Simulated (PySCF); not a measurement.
# KLi at other levels of theory

Starting from one script, swap the method and compare what comes out for KLi.

The runs use PySCF 2.14.0; each script names its method and basis.

1 further run of the same task is left out (it didn't finish).

### 1 The system as given

KLi: 2 atoms, charge 0, spin multiplicity 1.

Bond lengths: K1–Li2 2.907 Å.

### 2 The run that the others are compared with

input.py reads:

```python
from pyscf import gto, scf, mp

mol = gto.M(
    atom='K 0 0 0; Li 0 0 2.907',
    basis='crenbl',
    ecp={'K': 'crenbl', 'Li': 'crenbl'},
    charge=0,
    spin=0,
    verbose=3,
)
mf = scf.RHF(mol)
mf.kernel()
mp.MP2(mf).kernel()
mf.dip_moment()
print('orbital energies (hartree):', mf.mo_energy[..., max(0, mol.nelec[1]-3):mol.nelec[0]+3].round(4))
```

The run is started by

```console
OMP_NUM_THREADS=1 python input.py
```

### 3 Hse06 (RKS)

Variant 1 changes functional: none (Hartree–Fock) → hse06; SCF type: RHF → RKS; step after the SCF: mp2 → analyze.

input.py, as its differences from that of step 2:

```diff
@@ -1,2 +1,2 @@
-from pyscf import gto, scf, mp
+from pyscf import gto, dft
 
@@ -10,5 +10,5 @@
 )
-mf = scf.RHF(mol)
+mf = dft.RKS(mol, xc='hse06')
 mf.kernel()
-mp.MP2(mf).kernel()
+mf.mulliken_pop()
 mf.dip_moment()
```

### 4 Hf,lyp (RKS)

Variant 2 changes functional: none (Hartree–Fock) → hf,lyp; SCF type: RHF → RKS; step after the SCF: mp2 → analyze.

input.py, as its differences from that of step 2:

```diff
@@ -1,2 +1,2 @@
-from pyscf import gto, scf, mp
+from pyscf import gto, dft
 
@@ -10,5 +10,5 @@
 )
-mf = scf.RHF(mol)
+mf = dft.RKS(mol, xc='hf,lyp')
 mf.kernel()
-mp.MP2(mf).kernel()
+mf.mulliken_pop()
 mf.dip_moment()
```

### 5 ROHF

Variant 3 changes SCF type: RHF → ROHF.

input.py, as its differences from that of step 2:

```diff
@@ -10,3 +10,3 @@
 )
-mf = scf.RHF(mol)
+mf = scf.ROHF(mol)
 mf.kernel()
```

### 6 Pbe (RKS)

Variant 4 changes functional: none (Hartree–Fock) → pbe; SCF type: RHF → RKS; step after the SCF: mp2 → analyze.

input.py, as its differences from that of step 2:

```diff
@@ -1,2 +1,2 @@
-from pyscf import gto, scf, mp
+from pyscf import gto, dft
 
@@ -10,5 +10,5 @@
 )
-mf = scf.RHF(mol)
+mf = dft.RKS(mol, xc='pbe')
 mf.kernel()
-mp.MP2(mf).kernel()
+mf.mulliken_pop()
 mf.dip_moment()
```

### 7 CCSD

Variant 5 changes step after the SCF: mp2 → ccsd.

input.py, as its differences from that of step 2:

```diff
@@ -1,2 +1,2 @@
-from pyscf import gto, scf, mp
+from pyscf import gto, scf, cc
 
@@ -12,3 +12,4 @@
 mf.kernel()
-mp.MP2(mf).kernel()
+mycc = cc.CCSD(mf)
+mycc.kernel()
 mf.dip_moment()
```

### 8 UHF

Variant 6 changes SCF type: RHF → UHF.

input.py reads:

```python
from pyscf import gto, scf, mp

mol = gto.M(
    atom='K 0 0 0; Li 0 0 2.907',
    basis='crenbl',
    ecp={'K': 'crenbl', 'Li': 'crenbl'},
    charge=0,
    spin=0,
    verbose=3,
)
mf = scf.UHF(mol)
mf.kernel()
mp.MP2(mf).kernel()
mf.dip_moment()
print('orbital energies (hartree):', [e[max(0, n-3):n+3].round(4) for e, n in zip(mf.mo_energy, mol.nelec)])
```

Before running it: what results should come out? Wanted: for each run, E(SCF); from base; SCF dipole; after the SCF.

**Answer**, as computed:

| run | E(SCF) (hartree) | from base (eV) | SCF dipole (D) | after the SCF |
| --- | --- | --- | --- | --- |
| base | -28.103881 | 0 | 3.63 | MP2 correlation -1.405 eV |
| hse06 (RKS) | -28.398289 | not comparable | 2.69 | n/a |
| hf,lyp (RKS) | -28.373349 | not comparable | 3.12 | n/a |
| ROHF | -28.103881 | 0.0000 | 3.63 | MP2 correlation -1.405 eV |
| pbe (RKS) | -28.389873 | not comparable | 2.33 | n/a |
| CCSD | -28.103881 | 0.0000 | 3.63 | CCSD correlation -1.812 eV |
| UHF | -28.103881 | 0.0000 | 3.63 | MP2 correlation -1.405 eV |

In words: No change of the SCF energy comes from ROHF or UHF. On the same reference and core, CCSD gains 1.81 eV in 0.7 s; MP2 reaches 78 % of that in 0.66 s, MP2 reaches 78 % of that in 0.6 s, MP2 reaches 78 % of that in 0.59 s. Total energies of different functionals can't be compared with each other; differences within one functional can.
